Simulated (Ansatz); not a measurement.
# Ge2 (triplet): from Hartree-Fock to the top rungs, aug-cc-pVDZ

The task here is to estimate one member of a computed series from the others.

The runs use Ansatz 0.2.0, Gaussian basis; aug-cc-pVDZ, core rule «outside noble gas», up to 28 orbitals frozen.

To be run: UHF; CCSD(T) on ROHF; CCSD(T) on UHF; BCCD(T) on ROHF; CISD as a restricted active space (open shells left free, so some higher excitations enter); CCSDT(Q) on ROHF; CCSDT(Q) on UHF; CASSCF and MRCISD+Q, 8 electrons in 8 orbitals; CASSCF and NEVPT2, 8 electrons in 8 orbitals.

20 further runs of the same task are left out: 11 that didn't finish, 9 set aside as unsound or not needed. Runs told in other sessions of the task aren't counted.

**What is computed**

The geometry is a PBE0/def2-TZVPD stationary point (not a proven minimum) of the parent state, kept for this charge and spin. No spin-orbit coupling is included. The filled d shell of Ge may be among the frozen orbitals whatever the setting's name suggests.

2 atoms, charge 0, spin multiplicity 3.

Atoms are counted from 1 here; the program's logs count them from 0.

Bond lengths: Ge1–Ge2 2.526 Å.

The first run:

Contents of in.yaml:

```yaml
crystal:
  periodic: [false, false, false]
  atoms:
    - {symbol: Ge, position_ang: [0.000000, 0.000000, 0.000000]}
    - {symbol: Ge, position_ang: [0.000000, 0.000000, 2.525800]}
basis:
  gaussian: {orbitals: aug-cc-pVDZ}
magnetization: {spin_polarized: true, initial_magnetization: 2}
hamiltonian: {xc: hf}
output: {orbitals: {seedname: orbitals}}
```

Started as:

```
$ ansatz run in.yaml --threads 1 --pin off --events-out ev --progress --plain --max-ram 2393MiB
```

Among the steps run: UHF; CCSD(T) on ROHF; CCSD(T) on UHF; BCCD(T) on ROHF; CISD as a restricted active space (open shells left free, so some higher excitations enter); CCSDT(Q) on ROHF; CCSDT(Q) on UHF; CASSCF and MRCISD+Q, 8 electrons in 8 orbitals; CASSCF and NEVPT2, 8 electrons in 8 orbitals.

One of the session's tables, all rows but one given; the rest of the session is left out.

| method | from UCCSDT(Q) (kJ/mol) |
| --- | --- |
| ROHF | +438.3 |
| UHF | +430.4 |
| RMP2 | +99.1 |
| UMP2 | +100.6 |
| CISD | +54.9 |
| RCCSD | +27.5 |
| UCCSD | +26.8 |
| RCCSD(T) | +6.3 |
| UCCSD(T) | ? |
| BCCD(T) | +6.3 |
| RCCSDT | +2.3 |
| UCCSDT | +1.9 |
| RCCSDT(Q) | +0.4 |
| UCCSDT(Q) | 0 |
| CASSCF valence | +287.0 |
| NEVPT2 valence | +65.2 |
| MRCISD valence | +20.7 |
| MRCISD+Q valence | -1.3 |

**Question.** Estimate the row for UCCSD(T).

The run gave: from UCCSDT(Q) (kJ/mol): +6.0. In the column «from UCCSDT(Q) (kJ/mol)» it lies between RCCSDT (+2.3) and RCCSD(T) (+6.3).

Limits of these values: Restricted and unrestricted rows rest on different reference determinants; a gap between their highest levels can come from leftover correlation error, from unlike frozen cores or from another state.
